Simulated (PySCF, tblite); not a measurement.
**C₄H₄FOS radical: geometry, infrared bands and EPR parameters**

Aim: predict the infrared bands and EPR parameters of C₄H₄FOS radical (`F[C@H]1[CH]OC=C1S`).

The runs use tblite 0.8.0 and PySCF 2.14.0, with density-fitted response routines of our own; the level of theory stands in each step. All values are computed, except where a source is named. Atoms count from 0, in the outputs and in this text.

**1. The starting structure**

11 atoms, charge 0, multiplicity 2; geometry from: force field or distance geometry start.

Bonds of the start (Å): F0–C1 1.37, C1–C2 1.53, C2–O3 1.45, O3–C4 1.39, C4–C5 1.33, C5–S6 1.80, C5–C1 1.50, C1–H7 1.09, C2–H8 1.11, C4–H9 1.08, S6–H10 1.40.

**2. Geometry optimisation with GFN2-xTB**

The job: settings as JSON, then the geometry in Å.

```
{"job": {"kind": "relax", "xc": "GFN2-xTB", "basis": "xTB"}, "charge": 0, "multiplicity": 2}
F      0.204100    -1.996300    -0.256100
C     -0.325400    -0.766100    -0.536100
C     -1.619200    -0.475900     0.224500
O     -1.608100     0.962300     0.048300
C     -0.314000     1.370800     0.357600
C      0.487300     0.372100     0.015300
S      2.280500     0.315300     0.158800
H     -0.561900    -0.577300    -1.583800
H     -1.405900    -0.738200     1.285900
H      0.025500     2.310600     0.770800
H      2.842500    -0.774700    -0.511100
```

Started as:

```
$ OMP_NUM_THREADS=1 python probes_run.py task.json out
```

The driver reads the jobs from task.json and runs them one after another.

**Question.** This job is followed by: GFN2-xTB harmonic vibrations, gas phase; UKS B3LYP, pcH-1 on C F H O S, non-relativistic, mean-field spin-orbit, GIAO. What will the session give for the following? strongest single infrared mode (GFN2-xTB); zero-point energy (GFN2-xTB); g(iso) (B3LYP); ⟨S²⟩; largest a(iso); potential on the surface of density 0.002 e/bohr³, 1st and 99th percentile.

The runs gave:

```
                                                                  quantity                 value
                                 strongest single infrared mode (GFN2-xTB)   793 cm⁻¹, 86 km/mol
                                              zero-point energy (GFN2-xTB)         42.1 kcal/mol
                                                            g(iso) (B3LYP)               2.00261
                                                                      ⟨S²⟩    0.756 (exact 0.75)
                                                            largest a(iso)  19F on F0, 455.2 MHz
potential on the surface of density 0.002 e/bohr³, 1st and 99th percentile    -1.07 V and 1.39 V
```

**Reading.** The optimisation took 65 steps and gained 1.941 eV; among the close pairs (by a distance rule), C2–O3 changed most, from 1.449 to 1.345 Å. No mode is imaginary among the 27: a minimum at this level. The strongest single mode, at 793 cm⁻¹, has its largest shares on C1, O3 and H9 (the list is cut at 3 atoms). Unscaled tight-binding wavenumbers are off by several per cent, some by more. Its intensities can rank the bands wrongly. Most of the unpaired spin sits on C2 (0.82 e). The isotropic g lies 0.3 ppt above the free-electron value. The conformer search found further structures of the same energy, which may be mirror or relabelled copies of this one.
